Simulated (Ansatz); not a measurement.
# CH6BBrOSi: one species, many methods

The task here is to estimate one member of a computed series from the others.

Method: functionals in def2-TZVPP, the program's frozen cores in correlated methods; program: Ansatz 0.2.0, Gaussian basis.

Plan: LDA (SPW92), PBE-D4, revPBE-D4, BLYP-D4, r2SCAN-D4, B97M-V, PBE0-D4, B3LYP-D4, r2SCANh-D4, r2SCAN0-D4, HSE06-D4, BHLYP-D4, CAM-B3LYP-D4, LC-ωPBE, ωB97X-V, ωB97M-V, B2PLYP, PBE-QIDH; CCSD(T)/def2-SVP; CCSD(T)/def2-TZVPP; MP2/def2-QZVPP; extrapolation to the limit; RPA on PBE.

### The relaxed structure

All runs share one geometry, relaxed beforehand with PBE0-D4 in a triple-zeta def2 set.

SMILES `BOC([SiH3])Br`, 11 atoms, charge 0, spin multiplicity 1.

Atoms are counted from 1 here; the program's logs count them from 0.

Bond lengths: B1–O2 1.351 Å, B1–H6 1.194 Å, B1–H7 1.195 Å, O2–C3 1.397 Å, C3–Si4 1.902 Å, C3–Br5 1.970 Å, C3–H8 1.089 Å, Si4–H9 1.482 Å, Si4–H10 1.482 Å, Si4–H11 1.486 Å. Angles: O2–B1–H6 115.2°, O2–B1–H7 121.1°, H6–B1–H7 123.6°, B1–O2–C3 126.2°, O2–C3–Si4 112.9°, O2–C3–Br5 113.6°, O2–C3–H8 107.0°, Si4–C3–Br5 107.2°, Si4–C3–H8 112.7°, Br5–C3–H8 103.1°, C3–Si4–H9 107.6°, C3–Si4–H10 109.0°, C3–Si4–H11 108.2°, H9–Si4–H10 111.5°, H9–Si4–H11 110.1°, H10–Si4–H11 110.3°.

The first run:

Input file in.yaml:

```yaml
crystal:
  periodic: [false, false, false]
  atoms:
    - {symbol: B, position_ang: [-1.008275, 1.349870, 1.021340]}
    - {symbol: O, position_ang: [0.274986, 0.961592, 0.851332]}
    - {symbol: C, position_ang: [0.802912, 0.327445, -0.275424]}
    - {symbol: Si, position_ang: [0.319809, -1.508903, -0.386676]}
    - {symbol: Br, position_ang: [0.275192, 1.173420, -1.974528]}
    - {symbol: H, position_ang: [-1.265011, 1.801399, 2.096479]}
    - {symbol: H, position_ang: [-1.810740, 1.233941, 0.143106]}
    - {symbol: H, position_ang: [1.881402, 0.477311, -0.249300]}
    - {symbol: H, position_ang: [-1.156252, -1.577702, -0.504454]}
    - {symbol: H, position_ang: [0.987745, -2.112713, -1.563169]}
    - {symbol: H, position_ang: [0.763632, -2.182759, 0.861695]}
basis:
  gaussian: {orbitals: def2-TZVPP}
hamiltonian: {xc: lda}
output: {orbitals: {seedname: orbitals}}
```

Command:

```bash
ansatz run in.yaml --threads 4 --pin off --events-out ev --progress --plain --max-ram 10444MiB
```

Steps of the session up to this table: LDA; PBE-D4 (GGA); revPBE-D4 (GGA); BLYP-D4 (GGA); r2SCAN-D4 (meta-GGA); B97M-V (meta-GGA); B3LYP-D4 (hybrid); r2SCANh-D4 (hybrid); r2SCAN0-D4 (hybrid); HSE06-D4 (hybrid); BHLYP-D4 (hybrid); CAM-B3LYP-D4 (range-separated); LC-ωPBE (range-separated); ωB97X-V (range-separated); ωB97M-V (range-separated); B2PLYP (double hybrid); PBE-QIDH (double hybrid).

One of the session's tables, all rows but one given; the rest of the session is left out.

It belongs to the step «Orbital energies across the functionals». 

| functional | HOMO (eV) | gap (eV) |
| --- | --- | --- |
| LDA (SPW92) | ? | ? |
| PBE-D4 | -6.62 | 4.53 |
| revPBE-D4 | -6.57 | 4.59 |
| BLYP-D4 | -6.48 | 4.53 |
| r2SCAN-D4 | -6.89 | 5.09 |
| B97M-V | -7.03 | 5.18 |
| PBE0-D4 | -7.88 | 6.80 |
| B3LYP-D4 | -7.65 | 6.34 |
| r2SCANh-D4 | -7.35 | 5.92 |
| r2SCAN0-D4 | -8.06 | 7.16 |
| HSE06-D4 | -7.48 | 6.02 |
| BHLYP-D4 | -9.02 | 9.01 |
| CAM-B3LYP-D4 | -9.23 | 9.26 |
| LC-ωPBE | -10.59 | 11.84 |
| ωB97X-V | -10.24 | 11.36 |
| ωB97M-V | -10.12 | 11.01 |

**Question.** Estimate the row for LDA (SPW92).

As computed: HOMO (eV): -6.76; gap (eV): 4.39. In the column «HOMO (eV)» it lies between r2SCAN-D4 (-6.89) and PBE-D4 (-6.62).
